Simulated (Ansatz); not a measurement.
# FH5OSi3: the cost of one run

All numbers below are computed with Ansatz 0.2.0 (RHF/6-31G*).

### Step 1. The system as given

Bond lengths: F1–Si2 1.646 Å, Si2–O3 1.681 Å, O3–Si4 1.764 Å, Si2–Si5 2.272 Å, Si4–Si5 2.232 Å, Si2–H6 1.494 Å, Si4–H7 1.477 Å, Si4–H8 1.464 Å, Si5–H9 1.529 Å, Si5–H10 1.479 Å. Angles (14 of 19 angles, heavy atoms first): F1–Si2–O3 109.7°, F1–Si2–Si5 112.6°, O3–Si2–Si5 92.6°, Si2–O3–Si4 94.3°, O3–Si4–Si5 91.7°, Si2–Si5–Si4 68.2°, F1–Si2–H6 113.7°, O3–Si2–H6 111.0°, Si5–Si2–H6 115.4°, O3–Si4–H7 107.3°, O3–Si4–H8 110.8°, Si5–Si4–H7 114.3°, Si5–Si4–H8 116.9°, Si2–Si5–H9 116.7°.

Coordinates:

```xyz
10

F    -0.5405   -0.8623    2.1980
Si   -0.9686    0.1272    0.9538
O    -1.3685   -0.7972   -0.3921
Si    0.2968   -0.9345   -0.9587
Si    0.8293    1.0496   -0.0854
H    -2.0685    1.0780    1.2956
H     0.2570   -0.9586   -2.4353
H     0.9487   -2.1100   -0.3797
H     2.1303    1.1061    0.7151
H     0.5670    2.2506   -0.9084
```

### Step 2. Relaxing the start

input.yaml reads:

```yaml
crystal:
  periodic: [false, false, false]
  atoms:
    - { symbol: F, position_ang: [-0.5405, -0.8623, 2.198] }
    - { symbol: Si, position_ang: [-0.9686, 0.1272, 0.9538] }
    - { symbol: O, position_ang: [-1.3685, -0.7972, -0.3921] }
    - { symbol: Si, position_ang: [0.2968, -0.9345, -0.9587] }
    - { symbol: Si, position_ang: [0.8293, 1.0496, -0.0854] }
    - { symbol: H, position_ang: [-2.0685, 1.078, 1.2956] }
    - { symbol: H, position_ang: [0.257, -0.9586, -2.4353] }
    - { symbol: H, position_ang: [0.9487, -2.11, -0.3797] }
    - { symbol: H, position_ang: [2.1303, 1.1061, 0.7151] }
    - { symbol: H, position_ang: [0.567, 2.2506, -0.9084] }
basis:
  gaussian: { orbitals: "6-31G*" }
hamiltonian:
  xc: hf
relax:
  f_tol: 0.02
  max_steps: 40
output:
  orbitals: {}
```

On the command line:

```console
$ ansatz run input.yaml --threads 1 --pin off --max-ram 2048MiB --backend cpu --events-out ev --progress --plain --runs-dir out
```

Q: Estimate wall time and peak memory on 1 thread of Arm Neoverse V1, shared host.

About 30 s, with a peak of 0.2 GiB.
